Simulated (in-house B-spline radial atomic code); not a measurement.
**Hf⁹⁺: binding energies from hole states**

Aim: binding energies of the shells of Hf⁹⁺, from runs with electrons taken out, set against the orbital energies of the parent.

Method: Dirac-Hartree-Fock, average of configuration, Fermi nucleus, basis-set limit. Code: in-house B-spline radial atomic code version 1.

### 1 The atom as given

- element: hafnium (Z = 72)
- charge: +9
- electrons: 63
- configuration: [Kr] 4d10 4f13 5s2 5p2
- Hamiltonian: Dirac-Coulomb
- nucleus: Fermi, rms radius 5.347 fm

The outer shells:

[Kr] 4d10 4f13 5s2 5p2
```
[Kr] core
4d [↑↓][↑↓][↑↓][↑↓][↑↓]
4f [↑↓][↑↓][↑↓][↑↓][↑↓][↑↓][↑ ]
5s [↑↓]
5p [↑ ][↑ ][  ]
```

The boxes draw the filling by Hund's rule, which heavy ions in jj coupling don't follow; these runs average over all states of the configuration.

Settings, as recorded:

```ini
Z = 72
electrons = 63.0
configuration = [Kr] 4d10 4f13 5s2 5p2
hamiltonian = dirac
method = hf
spin_polarised = False
nucleus = fermi
rms_radius = 5.347
mass_number = 180
atomic_mass = 179.946559537
speed_of_light = 137.035999084
```

From the earlier run of the reference: total energy -15064.929427 hartree. Levels, eight at most:

```csv
orbital,occupation,energy (eV),<r> (bohr)
4p3/2,4,-555.07,0.5060
4d3/2,4,-393.32,0.5254
4d5/2,6,-382.05,0.5364
5s1/2,2,-209.62,1.066
5p1/2,0.666667,-180.67,1.138
4f5/2,5.57143,-179.88,0.6075
4f7/2,7.42857,-177.92,0.6149
5p3/2,1.33333,-170.11,1.202
```

### 2 The 3p3/2 hole

In configurations, a minus sign after the shell means j = l − 1/2 and a plus sign j = l + 1/2; the count of electrons follows.

Settings: those of step 1 with these lines changed.

```diff
@@ -1,4 +1,4 @@
 Z = 72
-electrons = 63.0
-configuration = [Kr] 4d10 4f13 5s2 5p2
+electrons = 62.0
+configuration = 1s2 2s2 2p6 3s2 3p-2 3p+3 3d10 4s2 4p6 4d10 4f13 5s2 5p2
 hamiltonian = dirac
```

From the run's result record (rounded, not every field):

```text
{
  "status": "converged",
  "iterations": 10,
  "energy [hartree]": {"total": -14981.0896877, "kinetic": 16757.2130431, "nuclear": -36886.995091, "coulomb": 5438.43271152, "exact_exchange": -289.74035132},
  "breit [hartree]": {"gaunt": 17.25168, "retardation": -1.813436, "frequency_dependence": -0.277771},
  "qed [hartree]": {"self_energy": 12.60042, "uehling": -2.29778, "wichmann_kroll": 0.08751793},
  "recoil [hartree]": 0.02856273,
  "total_with_corrections [hartree]": -14955.5104888,
  "orbitals [hartree, bohr; first row names the columns]": [
    ["name", "occ", "eps", "<r>"],
    ["1s1/2", 2.0, -2425.96, 0.018985],
    ["2s1/2", 2.0, -426.94533, 0.079662],
    ["2p1/2", 2.0, -407.42768, 0.066149],
    ["2p3/2", 4.0, -363.33725, 0.073894],
    ["3s1/2", 2.0, -105.03795, 0.20701],
    ["3p1/2", 2.0, -96.661885, 0.19711],
    ["3p3/2", 3.0, -87.075343, 0.21205],
    ["3d3/2", 4.0, -72.724886, 0.18531],
    ["3d5/2", 6.0, -70.495286, 0.18961],
    ["4s1/2", 2.0, -27.665189, 0.4641],
    ["4p1/2", 2.0, -24.056667, 0.47055],
    ["4p3/2", 4.0, -21.754345, 0.50003],
    ["4d3/2", 4.0, -15.830193, 0.51639],
    ["4d5/2", 6.0, -15.3933, 0.52716],
    ["4f5/2", 5.5714, -7.9062864, 0.5773],
    ["4f7/2", 7.4286, -7.8115587, 0.58503],
    ["5s1/2", 2.0, -8.606392, 1.0403],
    ["5p1/2", 0.66667, -7.5097372, 1.1042],
    ["5p3/2", 1.3333, -7.0848322, 1.1652]
  ],
  "sum_r [bohr^k]": {"-1": 512.3443, "1": 24.97901, "2": 16.745},
  "energy_minus_base [hartree]": 83.8397388,
  "energy_minus_base_with_corrections [hartree]": 83.6781244
}
```

Run time: 1.6 s. Hardware: 1 thread, shared host.

energy_minus_base is the energy less that of the reference run.

### 3 The 3d3/2 hole

Settings: those of step 2 with these lines changed.

```diff
@@ -2,3 +2,3 @@
 electrons = 62.0
-configuration = 1s2 2s2 2p6 3s2 3p-2 3p+3 3d10 4s2 4p6 4d10 4f13 5s2 5p2
+configuration = 1s2 2s2 2p6 3s2 3p6 3d-3 3d+6 4s2 4p6 4d10 4f13 5s2 5p2
 hamiltonian = dirac
```

Main fields:

```text
{
  "status": "converged",
  "iterations": 10,
  "energy [hartree]": {"total": -14995.6928207, "kinetic": 16773.0657431, "nuclear": -36909.545511, "coulomb": 5431.14698454, "exact_exchange": -290.360037331},
  "breit [hartree]": {"gaunt": 17.31887, "retardation": -1.832241, "frequency_dependence": -0.2903345},
  "qed [hartree]": {"self_energy": 12.6242, "uehling": -2.297887, "wichmann_kroll": 0.08752789},
  "recoil [hartree]": 0.02870616,
  "total_with_corrections [hartree]": -14970.0539858,
  "orbitals [hartree, bohr; first row names the columns]": [
    ["name", "occ", "eps", "<r>"],
    ["1s1/2", 2.0, -2425.8371, 0.018987],
    ["2s1/2", 2.0, -427.34486, 0.079665],
    ["2p1/2", 2.0, -407.59565, 0.066137],
    ["2p3/2", 4.0, -363.83385, 0.073835],
    ["3s1/2", 2.0, -105.47973, 0.20679],
    ["3p1/2", 2.0, -96.628455, 0.19702],
    ["3p3/2", 4.0, -87.235305, 0.21095],
    ["3d3/2", 3.0, -72.978897, 0.18623],
    ["3d5/2", 6.0, -70.945784, 0.18928],
    ["4s1/2", 2.0, -27.698288, 0.4637],
    ["4p1/2", 2.0, -24.059576, 0.47039],
    ["4p3/2", 4.0, -21.805087, 0.50007],
    ["4d3/2", 4.0, -15.814943, 0.51553],
    ["4d5/2", 6.0, -15.427501, 0.52619],
    ["4f5/2", 5.5714, -7.8684261, 0.57953],
    ["4f7/2", 7.4286, -7.8288724, 0.58323],
    ["5s1/2", 2.0, -8.6121197, 1.0396],
    ["5p1/2", 0.66667, -7.5113674, 1.104],
    ["5p3/2", 1.3333, -7.0933645, 1.1639]
  ],
  "sum_r [bohr^k]": {"-1": 512.6575, "1": 24.98688, "2": 16.7354},
  "energy_minus_base [hartree]": 69.2366059,
  "energy_minus_base_with_corrections [hartree]": 69.1346275
}
```

Run time: 1.5 s. Hardware: 1 thread, shared host.

### 4 The 3d5/2 hole

Settings: those of step 3 with these lines changed.

```diff
@@ -2,3 +2,3 @@
 electrons = 62.0
-configuration = 1s2 2s2 2p6 3s2 3p6 3d-3 3d+6 4s2 4p6 4d10 4f13 5s2 5p2
+configuration = 1s2 2s2 2p6 3s2 3p6 3d-4 3d+5 4s2 4p6 4d10 4f13 5s2 5p2
 hamiltonian = dirac
```

Main fields:

```text
{
  "status": "converged",
  "iterations": 10,
  "energy [hartree]": {"total": -14997.736713, "kinetic": 16779.2421894, "nuclear": -36919.4668032, "coulomb": 5432.96387063, "exact_exchange": -290.4759698},
  "breit [hartree]": {"gaunt": 17.35952, "retardation": -1.832547, "frequency_dependence": -0.2890988},
  "qed [hartree]": {"self_energy": 12.61849, "uehling": -2.297824, "wichmann_kroll": 0.08752557},
  "recoil [hartree]": 0.02869847,
  "total_with_corrections [hartree]": -14972.0619453,
  "orbitals [hartree, bohr; first row names the columns]": [
    ["name", "occ", "eps", "<r>"],
    ["1s1/2", 2.0, -2425.6967, 0.018987],
    ["2s1/2", 2.0, -427.24053, 0.07967],
    ["2p1/2", 2.0, -407.66451, 0.066173],
    ["2p3/2", 4.0, -363.6169, 0.073821],
    ["3s1/2", 2.0, -105.45087, 0.20682],
    ["3p1/2", 2.0, -96.90667, 0.19694],
    ["3p3/2", 4.0, -87.067432, 0.21106],
    ["3d3/2", 4.0, -73.00846, 0.18501],
    ["3d5/2", 5.0, -70.866038, 0.19063],
    ["4s1/2", 2.0, -27.695159, 0.46375],
    ["4p1/2", 2.0, -24.077893, 0.47022],
    ["4p3/2", 4.0, -21.792659, 0.50026],
    ["4d3/2", 4.0, -15.855657, 0.51572],
    ["4d5/2", 6.0, -15.398561, 0.52581],
    ["4f5/2", 5.5714, -7.9101725, 0.5766],
    ["4f7/2", 7.4286, -7.7995337, 0.58552],
    ["5s1/2", 2.0, -8.6116647, 1.0397],
    ["5p1/2", 0.66667, -7.5132136, 1.1037],
    ["5p3/2", 1.3333, -7.0917044, 1.1641]
  ],
  "sum_r [bohr^k]": {"-1": 512.7953, "1": 24.98609, "2": 16.73783},
  "energy_minus_base [hartree]": 67.1927136,
  "energy_minus_base_with_corrections [hartree]": 67.126668
}
```

Wall time 1.5 s (1 thread, shared host).

### 5 The 4s hole

Settings: those of step 4 with these lines changed.

```diff
@@ -2,3 +2,3 @@
 electrons = 62.0
-configuration = 1s2 2s2 2p6 3s2 3p6 3d-4 3d+5 4s2 4p6 4d10 4f13 5s2 5p2
+configuration = 1s2 2s2 2p6 3s2 3p6 3d10 4s1 4p6 4d10 4f13 5s2 5p2
 hamiltonian = dirac
```

Main fields:

```text
{
  "status": "converged",
  "iterations": 10,
  "energy [hartree]": {"total": -15038.9836136, "kinetic": 16810.5462781, "nuclear": -37035.8635346, "coulomb": 5479.25018007, "exact_exchange": -292.916537222},
  "breit [hartree]": {"gaunt": 17.4072, "retardation": -1.841157, "frequency_dependence": -0.2898102},
  "qed [hartree]": {"self_energy": 12.57453, "uehling": -2.289891, "wichmann_kroll": 0.08723058},
  "recoil [hartree]": 0.02851785,
  "total_with_corrections [hartree]": -15013.3069933,
  "orbitals [hartree, bohr; first row names the columns]": [
    ["name", "occ", "eps", "<r>"],
    ["1s1/2", 2.0, -2423.7764, 0.018986],
    ["2s1/2", 2.0, -425.23805, 0.079711],
    ["2p1/2", 2.0, -405.60674, 0.06619],
    ["2p3/2", 4.0, -361.69195, 0.073873],
    ["3s1/2", 2.0, -104.35154, 0.20777],
    ["3p1/2", 2.0, -95.706328, 0.19781],
    ["3p3/2", 4.0, -86.136425, 0.21196],
    ["3d3/2", 4.0, -71.658598, 0.18623],
    ["3d5/2", 6.0, -69.591992, 0.19062],
    ["4s1/2", 1.0, -27.579441, 0.46857],
    ["4p1/2", 2.0, -23.739535, 0.47379],
    ["4p3/2", 4.0, -21.506328, 0.50414],
    ["4d3/2", 4.0, -15.664394, 0.52109],
    ["4d5/2", 6.0, -15.243269, 0.53174],
    ["4f5/2", 5.5714, -7.8142219, 0.58715],
    ["4f7/2", 7.4286, -7.7381704, 0.5938],
    ["5s1/2", 2.0, -8.574726, 1.0421],
    ["5p1/2", 0.66667, -7.4915895, 1.1071],
    ["5p3/2", 1.3333, -7.0704566, 1.1676]
  ],
  "sum_r [bohr^k]": {"-1": 514.4119, "1": 24.94174, "2": 16.83498},
  "energy_minus_base [hartree]": 25.9458129,
  "energy_minus_base_with_corrections [hartree]": 25.8816199
}
```

It took 1.5 s on 1 thread, shared host.

### 6 The 4p1/2 hole

Settings: those of step 5 with these lines changed.

```diff
@@ -2,3 +2,3 @@
 electrons = 62.0
-configuration = 1s2 2s2 2p6 3s2 3p6 3d10 4s1 4p6 4d10 4f13 5s2 5p2
+configuration = 1s2 2s2 2p6 3s2 3p6 3d10 4s2 4p-1 4p+4 4d10 4f13 5s2 5p2
 hamiltonian = dirac
```

Main fields:

```text
{
  "status": "converged",
  "iterations": 10,
  "energy [hartree]": {"total": -15042.6000151, "kinetic": 16815.1563307, "nuclear": -37043.8063046, "coulomb": 5479.28744947, "exact_exchange": -293.23749064},
  "breit [hartree]": {"gaunt": 17.38106, "retardation": -1.837363, "frequency_dependence": -0.2899108},
  "qed [hartree]": {"self_energy": 12.61235, "uehling": -2.296313, "wichmann_kroll": 0.08746382},
  "recoil [hartree]": 0.02862812,
  "total_with_corrections [hartree]": -15016.914093,
  "orbitals [hartree, bohr; first row names the columns]": [
    ["name", "occ", "eps", "<r>"],
    ["1s1/2", 2.0, -2423.8389, 0.018986],
    ["2s1/2", 2.0, -425.28258, 0.079699],
    ["2p1/2", 2.0, -405.58619, 0.066197],
    ["2p3/2", 4.0, -361.71779, 0.073869],
    ["3s1/2", 2.0, -104.40045, 0.20754],
    ["3p1/2", 2.0, -95.645356, 0.19804],
    ["3p3/2", 4.0, -86.146741, 0.21195],
    ["3d3/2", 4.0, -71.639363, 0.18622],
    ["3d5/2", 6.0, -69.593619, 0.19061],
    ["4s1/2", 2.0, -27.35995, 0.46661],
    ["4p1/2", 1.0, -23.949592, 0.47079],
    ["4p3/2", 4.0, -21.614586, 0.50358],
    ["4d3/2", 4.0, -15.551385, 0.52202],
    ["4d5/2", 6.0, -15.276089, 0.53141],
    ["4f5/2", 5.5714, -7.7760876, 0.58859],
    ["4f7/2", 7.4286, -7.7476116, 0.59347],
    ["5s1/2", 2.0, -8.5901619, 1.0425],
    ["5p1/2", 0.66667, -7.477233, 1.1121],
    ["5p3/2", 1.3333, -7.07484, 1.1672]
  ],
  "sum_r [bohr^k]": {"-1": 514.5223, "1": 24.93822, "2": 16.82907},
  "energy_minus_base [hartree]": 22.3294115,
  "energy_minus_base_with_corrections [hartree]": 22.2745202
}
```

Wall time 1.6 s (1 thread, shared host).

### 7 The 4p3/2 hole

Settings: those of step 6 with these lines changed.

```diff
@@ -2,3 +2,3 @@
 electrons = 62.0
-configuration = 1s2 2s2 2p6 3s2 3p6 3d10 4s2 4p-1 4p+4 4d10 4f13 5s2 5p2
+configuration = 1s2 2s2 2p6 3s2 3p6 3d10 4s2 4p-2 4p+3 4d10 4f13 5s2 5p2
 hamiltonian = dirac
```

Main fields:

```text
{
  "status": "converged",
  "iterations": 10,
  "energy [hartree]": {"total": -15044.7805808, "kinetic": 16822.7005295, "nuclear": -37055.9803017, "coulomb": 5481.8916305, "exact_exchange": -293.392439158},
  "breit [hartree]": {"gaunt": 17.40469, "retardation": -1.837551, "frequency_dependence": -0.2865566},
  "qed [hartree]": {"self_energy": 12.61025, "uehling": -2.296863, "wichmann_kroll": 0.08748749},
  "recoil [hartree]": 0.0285938,
  "total_with_corrections [hartree]": -15019.0705296,
  "orbitals [hartree, bohr; first row names the columns]": [
    ["name", "occ", "eps", "<r>"],
    ["1s1/2", 2.0, -2423.7044, 0.018986],
    ["2s1/2", 2.0, -425.20501, 0.079702],
    ["2p1/2", 2.0, -405.55416, 0.066189],
    ["2p3/2", 4.0, -361.61667, 0.073877],
    ["3s1/2", 2.0, -104.34071, 0.20758],
    ["3p1/2", 2.0, -95.658365, 0.19781],
    ["3p3/2", 4.0, -86.056211, 0.21222],
    ["3d3/2", 4.0, -71.598672, 0.18625],
    ["3d5/2", 6.0, -69.523004, 0.19064],
    ["4s1/2", 2.0, -27.341326, 0.46658],
    ["4p1/2", 2.0, -23.828391, 0.47367],
    ["4p3/2", 3.0, -21.624361, 0.50299],
    ["4d3/2", 4.0, -15.662748, 0.5213],
    ["4d5/2", 6.0, -15.172436, 0.53241],
    ["4f5/2", 5.5714, -7.7979732, 0.58838],
    ["4f7/2", 7.4286, -7.699832, 0.59576],
    ["5s1/2", 2.0, -8.5877529, 1.0429],
    ["5p1/2", 0.66667, -7.4932357, 1.1071],
    ["5p3/2", 1.3333, -7.0635685, 1.1696]
  ],
  "sum_r [bohr^k]": {"-1": 514.6913, "1": 24.93005, "2": 16.82866},
  "energy_minus_base [hartree]": 20.1488458,
  "energy_minus_base_with_corrections [hartree]": 20.1180836
}
```

Wall time 1.6 s (1 thread, shared host).

### 8 What the holes cost

| hole | ΔSCF (eV) | with Breit, QED, recoil (eV) | −ε of the parent (eV) | −ε less ΔSCF (eV) |
| --- | --- | --- | --- | --- |
| 3p3/2 | 2281.40 | 2277.00 | 2305.28 | 23.89 |
| 3d3/2 | 1884.02 | 1881.25 | 1910.44 | 26.42 |
| 3d5/2 | 1828.41 | 1826.61 | 1854.29 | 25.88 |
| 4s | 706.02 | 704.27 | 713.89 | 7.86 |
| 4p1/2 | 607.61 | 606.12 | 615.35 | 7.73 |
| 4p3/2 | 548.28 | 547.44 | 555.07 | 6.79 |

**Reading.** Relaxation of the remaining electrons brings each binding energy under −ε, by 23.9 eV for 3p3/2 and 6.79 eV for 4p3/2. The spin-orbit splitting of the 3d hole is 54.64 eV with those corrections. Two partly filled shells share a symmetry and can mix in the average, which may lower the energy, in these hole states: 3p3/2; 4p1/2; 4p3/2. Values are for the free ion, measured from the vacuum level.
